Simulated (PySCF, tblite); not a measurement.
# BBrGeH₄O: infrared bands, NMR shifts, spin-spin couplings, electronic excitations, core binding energies and K edges in gas and solvents, part 1 of 2

Aim: compute the infrared bands, NMR shifts, spin-spin couplings, electronic excitations, core binding energies and K edges of BBrGeH₄O (`[GeH3][O]BBr`), and see what a dielectric continuum does where one was used.

The runs use tblite 0.8.0 and PySCF 2.14.0, with density-fitted response routines of our own; the level of theory stands in each step. All values are computed, except where a source is named. Atoms count from 0, in the outputs and in this text.

## Step 1: The starting structure

8 atoms, charge 0, multiplicity 1; geometry from: force field or distance geometry start.

Bonds of the start (Å): Ge0–O1 1.77, O1–B2 1.47, B2–Br3 2.01, Ge0–H4 1.56, Ge0–H5 1.55, Ge0–H6 1.55, B2–H7 1.19.

## Step 2: Geometry optimisation with GFN2-xTB

Job settings and geometry (Å):

```
{"job": {"kind": "relax", "xc": "GFN2-xTB", "basis": "xTB"}, "charge": 0, "multiplicity": 1}
Ge    -1.147100     0.103800     0.260800
O      0.122100    -1.039600     0.742100
B      1.384500    -0.293800     0.658000
Br     2.475000    -0.370600    -1.023600
H     -2.534000    -0.601500     0.350300
H     -0.922000     0.575900    -1.199700
H     -1.160900     1.334500     1.209700
H      1.791400     0.300600     1.599600
```

Started as:

```sh
> OMP_NUM_THREADS=1 python probes_run.py task.json out
```

The driver reads the jobs from task.json and runs them one after another.

Standard output:

```text
step      E/eV     max force
  0    -365.17140    3.643
  1    -365.47611    2.207
  2    -365.61973    3.065
  3    -365.71716    0.986
  4    -365.76001    0.683
  5    -365.78169    0.559
  6    -365.80027    0.545
  7    -365.82590    0.430
  8    -365.84454    0.403
  9    -365.86667    0.681
 10    -365.88637    0.660
 11    -365.90597    0.381
 12    -365.92497    0.501
 13    -365.94653    0.504
 14    -365.97872    0.861
 15    -366.02835    1.098
 16    -366.08784    1.003
 17    -366.14128    0.657
 18    -366.15905    0.733
 19    -366.15209    1.015
 20    -366.17727    0.239
 21    -366.18063    0.229
 22    -366.19161    0.214
 23    -366.19446    0.225
 24    -366.19865    0.180
 25    -366.20120    0.167
 26    -366.20429    0.144
 27    -366.20685    0.166
 28    -366.20892    0.126
 29    -366.21047    0.123
 30    -366.21176    0.103
 31    -366.21308    0.126
 32    -366.21479    0.133
 33    -366.21693    0.198
 34    -366.21957    0.231
 35    -366.22282    0.212
 36    -366.22640    0.165
 37    -366.22962    0.171
 38    -366.23271    0.258
 39    -366.23584    0.224
 40    -366.24038    0.260
 41    -366.24740    0.253
 42    -366.24993    0.166
 43    -366.25262    0.101
 44    -366.25381    0.106
 45    -366.25460    0.093
 46    -366.25529    0.092
 47    -366.25629    0.090
 48    -366.25756    0.090
 49    -366.25813    0.069
 50    -366.25839    0.049
 51    -366.25857    0.035
 52    -366.25877    0.046
 53    -366.25894    0.035
 54    -366.25902    0.013
 55    -366.25903    0.009
```

It took 0.4 s on 1 thread of Arm Neoverse N1, shared host.

The steps of the relaxation: (not every step is listed)

```tsv
step	energy from step 0 (eV)	largest force (eV/Å)
0	0.0000	3.6429
1	-0.3047	2.2073
2	-0.4483	3.0650
3	-0.5458	0.9865
4	-0.5886	0.6829
5	-0.6103	0.5594
6	-0.6289	0.5451
7	-0.6545	0.4297
8	-0.6731	0.4028
12	-0.7536	0.5006
16	-0.9164	1.0029
20	-1.0059	0.2388
24	-1.0272	0.1804
28	-1.0375	0.1256
32	-1.0434	0.1328
36	-1.0550	0.1655
40	-1.0690	0.2600
44	-1.0824	0.1056
48	-1.0862	0.0902
50	-1.0870	0.0488
51	-1.0872	0.0354
52	-1.0874	0.0463
53	-1.0875	0.0349
54	-1.0876	0.0135
55	-1.0876	0.0094
```

Close pairs (by a distance rule), those that changed most:

```tsv
bond	before (Å)	after (Å)	change (Å)
O1–B2	1.469	1.309	-0.160
B2–Br3	2.006	1.892	-0.114
Ge0–H4	1.559	1.496	-0.063
Ge0–H6	1.554	1.494	-0.060
Ge0–H5	1.551	1.499	-0.052
B2–H7	1.186	1.174	-0.012
Ge0–O1	1.775	1.772	-0.003
```

The next job starts from the end point, and lists it.

## Step 3: Infrared spectrum with GFN2-xTB

Job settings and geometry (Å):

```
{"job": {"kind": "ir", "xc": "GFN2-xTB", "basis": "xTB"}, "charge": 0, "multiplicity": 1}
Ge    -1.278391     0.286203     0.161241
O      0.240639    -0.043335     1.012113
B      1.494044    -0.327419     0.764807
Br     2.118573    -0.468892    -1.015284
H     -2.068518    -0.958666     0.413828
H     -0.990200     0.534751    -1.288552
H     -1.763390     1.486241     0.908326
H      2.256299    -0.499470     1.640877
```

Standard output:

```text
mode    cm-1     km/mol
  1      29.6      0.74
  2      75.1      3.57
  3     198.5     10.00
  4     352.3     19.14
  5     441.3     65.29
  6     591.3     86.54
  7     607.3    110.66
  8     651.8     42.79
  9     711.2     75.10
 10     746.8    218.53
 11     784.9    172.14
 12     789.0    173.54
 13    1072.4    112.10
 14    1323.4    627.37
 15    1966.8     34.10
 16    2051.5    416.92
 17    2073.7    376.01
 18    2605.5    127.43
```

It took 0.26 s on 1 thread of Arm Neoverse N1, shared host.

The strongest bands and the atoms that carry them (share of the mass-weighted mode):

```tsv
cm⁻¹	km/mol	atoms
747	218.5	H6 36 %, H4 30 %, H5 29 %
785	172.1	H6 57 %, H5 22 %, H4 18 %
789	173.5	H4 49 %, H5 41 %
1072	112.1	H7 89 %
1323	627.4	B2 55 %, O1 42 %
2052	416.9	H5 46 %, H4 41 %, H6 12 %
2074	376.0	H6 66 %, H4 31 %
2606	127.4	H7 92 %
```

## Step 4: Optimising the geometry at PBE0-D3(BJ)/def2-SVP

Job settings and geometry (Å):

```
{"job": {"xc": "PBE0", "basis": "def2-SVP", "d3": "d3bj", "grid": 1, "shake": 0.01, "kind": "geom"}, "charge": 0, "multiplicity": 1}
Ge    -1.257980     0.260650     0.165420
O      0.234960    -0.047860     1.009960
B      1.473840    -0.329740     0.756150
Br     2.151800    -0.466630    -1.018810
H     -2.071330    -0.965350     0.403280
H     -0.994110     0.539570    -1.290940
H     -1.753810     1.484240     0.908570
H      2.271760    -0.494020     1.635820
```

Standard output:

```text
step   0  E = -4752.40127115  max force = 0.025872
step   1  E = -4752.40512090  max force = 0.017628
step   2  E = -4752.40642697  max force = 0.007217
step   3  E = -4752.40592287  max force = 0.007921
step   4  E = -4752.40678197  max force = 0.001437
step   5  E = -4752.40686928  max force = 0.001416
step   6  E = -4752.40699911  max force = 0.002444
step   7  E = -4752.40720831  max force = 0.004142
step   8  E = -4752.40762122  max force = 0.005025
step   9  E = -4752.40786333  max force = 0.004192
step  10  E = -4752.40670523  max force = 0.012743
step  11  E = -4752.40778154  max force = 0.006349
step  12  E = -4752.40815651  max force = 0.001379
step  13  E = -4752.40824045  max force = 0.000854
step  14  E = -4752.40831481  max force = 0.000554
step  15  E = -4752.40831530  max force = 0.000163
optimisation converged
```

Wall time 2.6 min (1 thread of Arm Neoverse N1, shared host); peak memory 0.45 GiB.

The steps of the relaxation: (the energy doesn't fall at every step)

```tsv
step	energy from step 0 (eV)	largest force component (eV/Å)
0	0.0000	1.3304
1	-0.1048	0.9065
2	-0.1403	0.3711
3	-0.1266	0.4073
4	-0.1500	0.0739
5	-0.1523	0.0728
6	-0.1559	0.1257
7	-0.1616	0.2130
8	-0.1728	0.2584
9	-0.1794	0.2156
10	-0.1479	0.6553
11	-0.1772	0.3265
12	-0.1874	0.0709
13	-0.1896	0.0439
14	-0.1917	0.0285
15	-0.1917	0.0084
```

Close pairs (by a distance rule), those that changed most:

```tsv
bond	before (Å)	after (Å)	change (Å)
Ge0–O1	1.743	1.820	+0.077
B2–Br3	1.905	1.949	+0.044
Ge0–H4	1.490	1.533	+0.042
O1–B2	1.296	1.326	+0.030
Ge0–H5	1.506	1.532	+0.026
Ge0–H6	1.515	1.532	+0.017
B2–H7	1.199	1.205	+0.006
```

The end geometry stands in the next job.

```tsv
at the end point	value
point group (found at 0.08 Å tolerance)	Cs
rotational constants (GHz, main isotopes)	7.689, 1.026, 0.916
dipole moment (D)	2.25
```

## Step 5: NMR shieldings: PBE0/pcSseg-1

Job settings and geometry (Å):

```
{"job": {"kind": "nmr", "xc": "PBE0", "basis": "pcSseg-1"}, "charge": 0, "multiplicity": 1}
Ge    -0.676519     0.287088    -0.052734
O      0.873538     0.280047     0.900983
B      2.029117    -0.295845     0.599113
Br     2.251937    -1.289816    -1.062213
H     -1.134006    -1.167439    -0.206717
H     -0.397568     0.974779    -1.393413
H     -1.614988     1.104712     0.840348
H      2.985013    -0.234148     1.330018
```

Level: GIAO PBE0/pcSseg-1 NMR shielding, non-relativistic, gas phase.

Standard output:

```text
coarse grid: 35000 points
cycle   1  E = -4752.4161264386  dE = -1.590e+00  |g| = 1.280e+00  |ddm| = 2.686e+00
cycle   2  E = -4752.1486528989  dE =  2.675e-01  |g| = 1.624e+00  |ddm| = 1.415e+00
cycle   3  E = -4752.5143294698  dE = -3.657e-01  |g| = 4.291e-01  |ddm| = 1.165e+00
cycle   4  E = -4752.5470742975  dE = -3.274e-02  |g| = 1.036e-01  |ddm| = 2.987e-01
cycle   5  E = -4752.5480866182  dE = -1.012e-03  |g| = 2.066e-02  |ddm| = 6.365e-02
cycle   6  E = -4752.5481205848  dE = -3.397e-05  |g| = 3.290e-03  |ddm| = 9.810e-03
cycle   7  E = -4752.5481212203  dE = -6.356e-07  |g| = 9.384e-04  |ddm| = 3.170e-03
final grid: 70016 points
cycle   8  E = -4752.5480959911  dE =  3.247e-08  |g| = 1.185e-03  |ddm| = 2.340e-03
cycle   9  E = -4752.5480958778  dE =  1.134e-07  |g| = 1.455e-03  |ddm| = 2.351e-03
cycle  10  E = -4752.5480962264  dE = -3.487e-07  |g| = 8.247e-05  |ddm| = 1.211e-03
cycle  11  E = -4752.5480962277  dE = -1.255e-09  |g| = 2.386e-05  |ddm| = 7.069e-05
cycle  12  E = -4752.5480962278  dE = -1.037e-10  |g| = 6.102e-06  |ddm| = 1.899e-05
converged SCF energy = -4752.5480962278

GIAO shielding tensors (ppm)
atom      isotropic    diamagn.    paramagn.     s11        s22        s33       span
  0 Ge    1420.373    2756.189   -1335.816   1328.226   1338.144   1594.749    266.523
  1 O      135.528     399.232    -263.704    -38.532    134.654    310.462    348.993
  2 B       58.909     191.815    -132.906     41.841     48.858     86.027     44.186
  3 Br    2233.422    3126.541    -893.119   1665.463   2352.208   2682.595   1017.132
  4 H       25.855      28.232      -2.377     19.242     23.072     35.251     16.009
  5 H       25.853      28.162      -2.309     19.247     23.045     35.266     16.019
  6 H       26.123      27.542      -1.419     19.739     21.572     37.058     17.319
  7 H       25.362      27.098      -1.736     21.505     23.903     30.680      9.175
```

Run time: 25 s. Hardware: 1 thread of Arm Neoverse N1, shared host; peak memory 0.72 GiB.

Shifts follow as δ = σ(reference) − σ, with reference shieldings (ppm) from runs at the same level and on the same kind of geometry: 1H TMS 31.27, 17O H2O 334.6, 11B BF3·OEt2 100.7, 73Ge GeMe4 1330, 79Br HBr 2584. The references are single molecules in the gas phase, so shifts against H2O, NH3, PH3, H3PO4 or CFCl3 are not on the usual liquid scales and can be off by tens of ppm. Atoms listed in one row are averaged.

```tsv
atoms	environment	σ (ppm)	δ (ppm)
H7	hydrogen on a boron bonded to Br, O	25.36	5.90
H4, H5, H6	hydrogen on a germanium bonded to O	25.94	5.32
Ge0	germanium bonded to O, 3 H	1420	-90
O1	oxygen bonded to B, Ge	135.5	199.0
B2	boron bonded to Br, O, H	58.9	41.8
Br3	bromine bonded to B	2233	351
```

Charges from the same density, by scheme (e):

```tsv
atoms	Mulliken	IAO	Hirshfeld	ESP fit
Ge0	0.47	0.71	0.41	0.47
O1	-0.65	-0.56	-0.26	-0.37
B2	0.43	0.17	0.16	0.32
Br3	-0.30	-0.10	-0.09	-0.18
```

Mayer bond orders: Ge0–O1 0.67, O1–B2 1.31, B2–Br3 0.99.

## Step 6: Indirect couplings: B3LYP/pcSseg-1+pcJ-1

The job, as its differences from that of step 5:

```diff
@@ -1,2 +1,2 @@
-{"job": {"kind": "nmr", "xc": "PBE0", "basis": "pcSseg-1"}, "charge": 0, "multiplicity": 1}
+{"job": {"kind": "j", "xc": "B3LYP", "basis": "pcJ-1"}, "charge": 0, "multiplicity": 1}
 Ge    -0.676519     0.287088    -0.052734
```

Method: B3LYP/pcJ-1 Br:pcSseg-1 Ge:pcSseg-1 indirect spin-spin coupling, non-relativistic, gas phase.

Standard output:

```text
coarse grid: 35000 points
cycle   1  E = -4753.1802619777  dE = -1.576e+00  |g| = 1.383e+00  |ddm| = 2.587e+00
cycle   2  E = -4752.7622729536  dE =  4.180e-01  |g| = 1.925e+00  |ddm| = 1.643e+00
cycle   3  E = -4753.2856899679  dE = -5.234e-01  |g| = 5.306e-01  |ddm| = 1.406e+00
cycle   4  E = -4753.3345700049  dE = -4.888e-02  |g| = 1.226e-01  |ddm| = 3.563e-01
cycle   5  E = -4753.3358833263  dE = -1.313e-03  |g| = 2.880e-02  |ddm| = 7.739e-02
cycle   6  E = -4753.3359481628  dE = -6.484e-05  |g| = 4.827e-03  |ddm| = 1.489e-02
cycle   7  E = -4753.3359497604  dE = -1.598e-06  |g| = 1.634e-03  |ddm| = 5.173e-03
final grid: 70016 points
cycle   8  E = -4753.3359028638  dE =  4.339e-07  |g| = 2.301e-03  |ddm| = 4.190e-03
cycle   9  E = -4753.3359019509  dE =  9.129e-07  |g| = 3.153e-03  |ddm| = 5.106e-03
cycle  10  E = -4753.3359039786  dE = -2.028e-06  |g| = 1.016e-04  |ddm| = 2.793e-03
cycle  11  E = -4753.3359039806  dE = -2.002e-09  |g| = 4.230e-05  |ddm| = 1.158e-04
cycle  12  E = -4753.3359039808  dE = -2.801e-10  |g| = 1.044e-05  |ddm| = 2.818e-05
converged SCF energy = -4753.3359039808

Indirect spin-spin couplings (Hz)
  i      j    bonds     total        FC       PSO       DSO        SD
  1 O    2 B    1     -2.535    -8.275     6.405    -0.232    -0.434
  1 O    4 H    2     -2.191    -2.393    -0.170     0.296     0.076
  1 O    5 H    2     -2.210    -2.414    -0.169     0.298     0.075
  1 O    6 H    2    -17.035   -17.229    -0.044     0.196     0.042
  1 O    7 H    2    -24.002   -24.327     0.445    -0.054    -0.066
  2 B    4 H    3      0.321     0.434     0.055    -0.161    -0.007
  2 B    5 H    3      0.284     0.406     0.059    -0.173    -0.007
  2 B    6 H    3      5.922     6.256     0.524    -0.867     0.009
  2 B    7 H    1    216.928   215.947    -1.124     1.550     0.555
  4 H    5 H    2     24.996    28.452     1.199    -4.718     0.062
  4 H    6 H    2     26.403    29.886     1.232    -4.777     0.062
  4 H    7 H    4     -0.219     0.184     0.907    -1.308    -0.002
  5 H    6 H    2     26.456    29.939     1.232    -4.777     0.062
  5 H    7 H    4     -0.218     0.200     0.916    -1.332    -0.001
  6 H    7 H    4     -0.571     0.020     0.945    -1.540     0.003
```

Wall time 69 s (1 thread of Arm Neoverse N1, shared host); peak memory 0.83 GiB.

A choice of the couplings up to four bonds, sorted by the number of bonds, with means over like pairs; isotopes 11B, 1H, 17O:

```tsv
pair	bonds	J (Hz)	Fermi contact (Hz)
B2–H7	1	216.9	215.9
O1–B2	1	-2.5	-8.3
H4–H5	2	26.0	29.4
O1–H7	2	-24.0	-24.3
O1–H4	2	-7.1	-7.3
B2–H4	3	2.2	2.4
```

The response was solved for the nuclei of B, H, O alone, so couplings that need other nuclei can be missing.

Quadrupole couplings from the field gradients of the same density:

```tsv
atom	isotope	eQq/h (MHz)	η
Br3	79Br	290.1	0.41
Ge0	73Ge	-97.0	0.03
O1	17O	-5.405	0.55
B2	11B	3.181	0.82
```

Joined with the shifts from before (PBE0/pcSseg-1, unscaled), the couplings predict the line list below for 500 MHz. Couplings to quadrupolar nuclei are left out.

1H NMR δ 5.90 (br, 1H), 5.32 (s, 3H).

## Step 7: TDDFT and polarisability: CAM-B3LYP/def2-SVPD

The job, as its differences from that of step 6:

```diff
@@ -1,2 +1,2 @@
-{"job": {"kind": "j", "xc": "B3LYP", "basis": "pcJ-1"}, "charge": 0, "multiplicity": 1}
+{"job": {"kind": "uv", "xc": "CAM-B3LYP", "basis": "def2-SVPD", "ip": true, "dynamic": true}, "charge": 0, "multiplicity": 1}
 Ge    -0.676519     0.287088    -0.052734
```

With the program's defaults for keys left out, this is: TDDFT CAM-B3LYP/def2-SVPD, vertical, gas phase, core orbitals frozen in the response.

Standard output:

```text
coarse grid: 35000 points
cycle   1  E = -4753.1833709086  dE = -1.397e+00  |g| = 7.953e-01  |ddm| = 3.415e+00
cycle   2  E = -4753.0697439067  dE =  1.136e-01  |g| = 1.142e+00  |ddm| = 1.996e+00
cycle   3  E = -4753.2913875334  dE = -2.216e-01  |g| = 1.157e-01  |ddm| = 1.243e+00
cycle   4  E = -4753.2938373577  dE = -2.450e-03  |g| = 3.867e-02  |ddm| = 2.069e-01
cycle   5  E = -4753.2940445653  dE = -2.072e-04  |g| = 5.780e-03  |ddm| = 3.605e-02
cycle   6  E = -4753.2940522909  dE = -7.726e-06  |g| = 8.528e-04  |ddm| = 1.044e-02
final grid: 70016 points
cycle   7  E = -4753.2940065531  dE = -3.158e-07  |g| = 5.802e-04  |ddm| = 4.083e-03
cycle   8  E = -4753.2940065725  dE = -1.935e-08  |g| = 6.159e-04  |ddm| = 1.446e-03
cycle   9  E = -4753.2940066484  dE = -7.589e-08  |g| = 1.064e-04  |ddm| = 7.715e-04
cycle  10  E = -4753.2940066510  dE = -2.592e-09  |g| = 3.948e-05  |ddm| = 1.817e-04
cycle  11  E = -4753.2940066515  dE = -5.621e-10  |g| = 1.340e-05  |ddm| = 8.246e-05
converged SCF energy = -4753.2940066515

Static polarisability (au): isotropic 68.400, principal 57.182 67.068 80.949

Singlet excitations
state   eV       nm        f      main configurations
  1   6.3879    194.1   0.00069   H->L+1 0.94
  2   6.7368    184.0   0.00033   H-2->L+1 0.94
  3   7.1160    174.2   0.04214   H-1->L+1 0.85
  4   7.5515    164.2   0.09575   H->L+2 0.63, H->L 0.15, H->L+3 0.10
  5   7.5692    163.8   0.03369   H->L 0.45, H-2->L 0.19, H->L+2 0.09
  6   7.7183    160.6   0.00869   H-1->L 0.63, H-3->L 0.14, H-1->L+2 0.10
  7   7.7298    160.4   0.02356   H-2->L 0.55, H->L 0.19
  8   7.8747    157.4   0.05224   H-1->L+2 0.62, H-1->L+3 0.18
  9   8.1620    151.9   0.00428   H-3->L 0.72, H-1->L 0.14
 10   8.2161    150.9   0.04095   H-2->L+2 0.55, H->L+3 0.15

Triplet excitations (Tamm-Dancoff, eV): 6.0469 6.3385 6.4470 7.1816
Vertical ionisation energy (delta-SCF) = 10.7236 eV
```

Run time: 3 min. Hardware: 1 thread of Arm Neoverse N1, shared host; peak memory 0.76 GiB.

Frontier orbitals and where they lie:

```tsv
orbital	eV	atoms
HOMO−3	-11.24	Ge0 32 %, O1 20 %, H4 20 %
HOMO−2	-10.29	O1 38 %, Br3 32 %, B2 13 %
HOMO−1	-9.94	Br3 80 %, B2 10 %, O1 8 %
HOMO	-9.61	Br3 78 %, B2 10 %, H7 5 %
LUMO	0.48	Ge0 42 %, H4 12 %, O1 12 %
LUMO+1	0.60	B2 43 %, Br3 21 %, O1 20 %
LUMO+2	0.63	Ge0 40 %, B2 20 %, Br3 11 %
```

With each of the 10 states as a Gaussian band of 0.4 eV half-width at 1/e, the curve within the window shown has maxima at 163 nm (ε 8,300) L/(mol cm). Beyond the last state computed it falls off for lack of states. The curve at chosen wavelengths:

(nm, ε (L/mol/cm)): (146, 1229), (149, 2400), (151, 3332), (154, 4893), (157, 6545), (160, 7871), (162, 8280), (165, 7954), (168, 6728), (170, 5692), (173, 4184), (176, 2933), (179, 1964), (181, 1455), (184, 874), (187, 487), (190, 257), (192, 166), (195, 88), (198, 50), (200, 36), (203, 23), (206, 14), (209, 9), (211, 6), (214, 3)

Further results of this job:

```tsv
property	computed
dipole moment (D)	2.22
polarisability (Å³)	10.14
HOMO–LUMO gap (eV)	10.09
−ε(HOMO) (eV)	9.61
C6 with itself (au)	1709
```

## Step 8: NMR shieldings: mPW1PW91/pcSseg-2

The job, as its differences from that of step 7:

```diff
@@ -1,2 +1,2 @@
-{"job": {"kind": "uv", "xc": "CAM-B3LYP", "basis": "def2-SVPD", "ip": true, "dynamic": true}, "charge": 0, "multiplicity": 1}
+{"job": {"kind": "nmr", "xc": "mPW1PW91", "basis": "pcSseg-2", "pop": false}, "charge": 0, "multiplicity": 1}
 Ge    -0.676519     0.287088    -0.052734
```

With the program's defaults for keys left out, this is: GIAO mPW1PW91/pcSseg-2 NMR shielding, non-relativistic, gas phase.

Standard output:

```text
coarse grid: 35000 points
cycle   1  E = -4754.0440893302  dE = -1.652e+00  |g| = 1.535e+00  |ddm| = 2.071e+00
cycle   2  E = -4753.7154841086  dE =  3.286e-01  |g| = 1.936e+00  |ddm| = 1.066e+00
cycle   3  E = -4754.1500507837  dE = -4.346e-01  |g| = 4.883e-01  |ddm| = 9.028e-01
cycle   4  E = -4754.1914657341  dE = -4.141e-02  |g| = 1.397e-01  |ddm| = 2.536e-01
cycle   5  E = -4754.1932381739  dE = -1.772e-03  |g| = 3.624e-02  |ddm| = 5.204e-02
cycle   6  E = -4754.1933337125  dE = -9.554e-05  |g| = 4.859e-03  |ddm| = 1.053e-02
cycle   7  E = -4754.1933348184  dE = -1.106e-06  |g| = 1.199e-03  |ddm| = 2.602e-03
final grid: 70016 points
cycle   8  E = -4754.1933440378  dE = -5.511e-08  |g| = 1.481e-03  |ddm| = 2.068e-03
cycle   9  E = -4754.1933439053  dE =  1.326e-07  |g| = 1.879e-03  |ddm| = 1.549e-03
cycle  10  E = -4754.1933442623  dE = -3.571e-07  |g| = 3.047e-04  |ddm| = 7.602e-04
cycle  11  E = -4754.1933442782  dE = -1.581e-08  |g| = 3.246e-05  |ddm| = 1.496e-04
cycle  12  E = -4754.1933442784  dE = -2.219e-10  |g| = 5.826e-06  |ddm| = 2.708e-05
converged SCF energy = -4754.1933442784

GIAO shielding tensors (ppm)
atom      isotropic    diamagn.    paramagn.     s11        s22        s33       span
  0 Ge    1421.970    2756.027   -1334.057   1333.913   1342.833   1589.164    255.251
  1 O      131.931     387.271    -255.340    -43.094    129.888    308.998    352.092
  2 B       55.702     192.145    -136.442     39.316     45.095     82.696     43.380
  3 Br    2251.328    3126.411    -875.083   1688.586   2371.397   2693.999   1005.413
  4 H       25.880      28.842      -2.963     19.336     23.088     35.214     15.878
  5 H       25.878      28.758      -2.881     19.342     23.062     35.229     15.888
  6 H       26.157      28.216      -2.059     19.875     21.637     36.959     17.083
  7 H       25.344      26.731      -1.387     21.575     23.954     30.502      8.927
```

Run time: 58 s. Hardware: 1 thread of Arm Neoverse N1, shared host; peak memory 1 GiB.

Key values: δ Ge0 -91, O1 195.2, B2 43.4, Br3 332, H7 5.95, H4 5.32 ppm (means over like atoms).

(Continued in part 2 of 2.)
